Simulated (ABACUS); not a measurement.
The system is HPbNO4.

```
H Pb N O
1.0
     3.85707    0.00178   -0.03658
     0.17353    4.33436   -0.01647
     0.75803    0.83873    5.87662
H Pb N O
1 1 1 4
Direct
  0.61511 0.89559 0.19844
  0.64597 0.44651 0.91685
  0.71474 0.23810 0.50058
  0.16958 0.47007 0.77768
  0.62919 0.97045 0.49845
  0.56424 0.92583 0.03849
  0.78022 0.42250 0.31951
```

The cell was built by a generator and needn't be a form met in nature.

Base run:

* Program: ABACUS 3.10.1
* Functional: PBE
* Potentials or basis: PseudoDojo NC SR 0.4.1 PBE standard
* Cutoff: 1361 eV
* Density cutoff: 5442 eV
* Basis: DZP LCAO (the cutoffs set its grid)
* k mesh: 7 × 6 × 5
* Occupations: fermi-dirac, width 0.05 eV
* Spin: no spin polarisation

Its results: band gap on the k mesh 0.33 eV, indirect (least direct gap 0.57 eV); pressure 4.7 GPa; largest force 1.914 eV/Å.

Question: The run is repeated on the same cell with these changes: potentials or basis from PseudoDojo NC SR 0.4.1 PBE standard to PseudoDojo NC FR 0.4 PBE standard; k mesh from 7 × 6 × 5 to 4 × 4 × 3. What comes out?

Answer: Band gap on the k mesh 0.53 eV, indirect (least direct gap 0.91 eV); pressure 4.6 GPa; largest force 1.915 eV/Å.

Caveats: the atomic orbitals were generated for these runs and aren't a published set; spin-orbit coupling is left out, which as a rule narrows the gap of such compounds by several tenths of an eV; an odd mesh through Γ misses points on the zone boundary, where band edges often lie; the basis of atomic orbitals isn't converged, which shifts pressures, moduli and gaps; forces of over 1 eV/Å show positions far from the minimum, so gaps and moduli don't describe the material at rest.
